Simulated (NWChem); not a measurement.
**GeHF (SMILES [F][GeH]): a first try and a second**

Aim: energy and forces of GeHF at MP2/6-311G*.

The results are computed with NWChem 7.3.0.

3 further runs of the same task are left out: 1 that didn't finish, 2 set aside as unsound or not needed.

**1. The system as given**

The species is GeHF (3 atoms), meant as a singlet with charge 0. As SMILES, `[F][GeH]`. Geometry: relaxed at PBE0-D4/def2-TZVP.

Bond lengths: F1–Ge2 1.757 Å, Ge2–H3 1.609 Å. Angles: F1–Ge2–H3 94.2°.

**2. Try one**

run.nw reads:

```
start run
title "FGeH"
memory 2200 mb
geometry units bohr noautoz
  F      0.672100     1.012600     0.469700
  Ge    -0.657900     0.195200    -0.335600
  H     -0.025200    -1.272700    -0.147400
end
basis "ao basis" spherical bse
  F library 6-311G*
  Ge library 6-311G*
  H library 6-311G*
end
scf
  maxiter 60
  direct
  noprint "final vectors analysis"
end
mp2
  freeze core 10
end
task mp2 gradient
```

Command:

```
$ nwchem run.nw > run.out
```

What it wrote:

```text
[...]
 Group name             Cs
[...]
  functions       =    65
[...]
  wavefunction    = RHF
[...]
         Total SCF energy =  -2172.368561392789
      One-electron energy =  -3398.543977587736
      Two-electron energy =   1038.690697735858
 Nuclear repulsion energy =    187.484718459088
        Time for solution =      6.0s
[...]
          Total MP2 energy         -2172.826994175333
[...]
                         mp2 ENERGY GRADIENTS
    atom               coordinates                        gradient
                 x          y          z           x          y          z
   1 F       0.014394   1.383421   0.000000    0.024056  -6.993031   0.000000
   2 Ge      0.044647  -0.372892   0.000000   -1.471131   6.756171   0.000000
   3 H      -1.558265  -0.518257   0.000000    1.447074   0.236861   0.000000
[...]
```

Wall time 18 s (1 thread of Intel Xeon at 2.60GHz (Ice Lake), shared host); peak memory 0.15 GiB.

**3. What went wrong**

The run finished; that doesn't make the result usable.

The fault: the coordinates are read in the wrong unit, so the molecule is scaled by the ratio of bohr to ångström. As the program read them, the closest atoms are 0.85 Å apart, against 1.61 Å in the sound input.

**4. Try two**

run.nw reads:

```
START run
TITLE "FGeH gradient"
memory total 2200 mb

GEOMETRY units bohr noautoz
   F      1.27008493     1.91353667     0.88760436
   Ge    -1.24325082     0.36887454    -0.63419209
   H     -0.04762110    -2.40505444    -0.27854563
END

BASIS spherical bse
   * library 6-311G*
END

SCF
   maxiter 60
   direct
END

MP2
   freeze core 10
END

TASK mp2 gradient
```

Command:

```
$ nwchem run.nw > run.out
```

What it wrote:

```text
[...]
 Group name             Cs
[...]
  functions       =    65
[...]
  wavefunction    = RHF
[...]
         Total SCF energy =  -2175.367738676890
      One-electron energy =  -3232.981290048943
      Two-electron energy =    958.400911032228
 Nuclear repulsion energy =     99.212640339824
        Time for solution =      4.9s
[...]
          Total MP2 energy         -2175.797072086189
[...]
                         mp2 ENERGY GRADIENTS
    atom               coordinates                        gradient
                 x          y          z           x          y          z
   1 F       0.027201   2.614287   0.000000   -0.000895  -0.002711   0.000000
   2 Ge      0.084371  -0.704663   0.000000    0.003558   0.001921   0.000000
   3 H      -2.944694  -0.979364   0.000000   -0.002663   0.000790   0.000000
[...]
```

Run time: 15 s. Hardware: 1 thread of Intel Xeon at 2.60GHz (Ice Lake), shared host; peak memory 0.15 GiB.

**5. Summary of results**

Level: MP2/6-311G*.

```
                                               quantity           value
                                           total energy  -2175.79707 Eh
dipole moment (of the density that the program reports)          1.93 D
                    HOMO energy (Hartree–Fock orbitals)        -9.82 eV
                    LUMO energy (Hartree–Fock orbitals)         0.16 eV
                  HOMO–LUMO gap (Hartree–Fock orbitals)         9.98 eV
           correlation energy (10 core orbitals frozen)      -429.3 mEh
                               largest force on an atom      0.208 eV/Å
```

The first attempt's energy was +80.820 eV off this one. Mulliken charges run from -0.60 on F1 to +0.72 on Ge2.
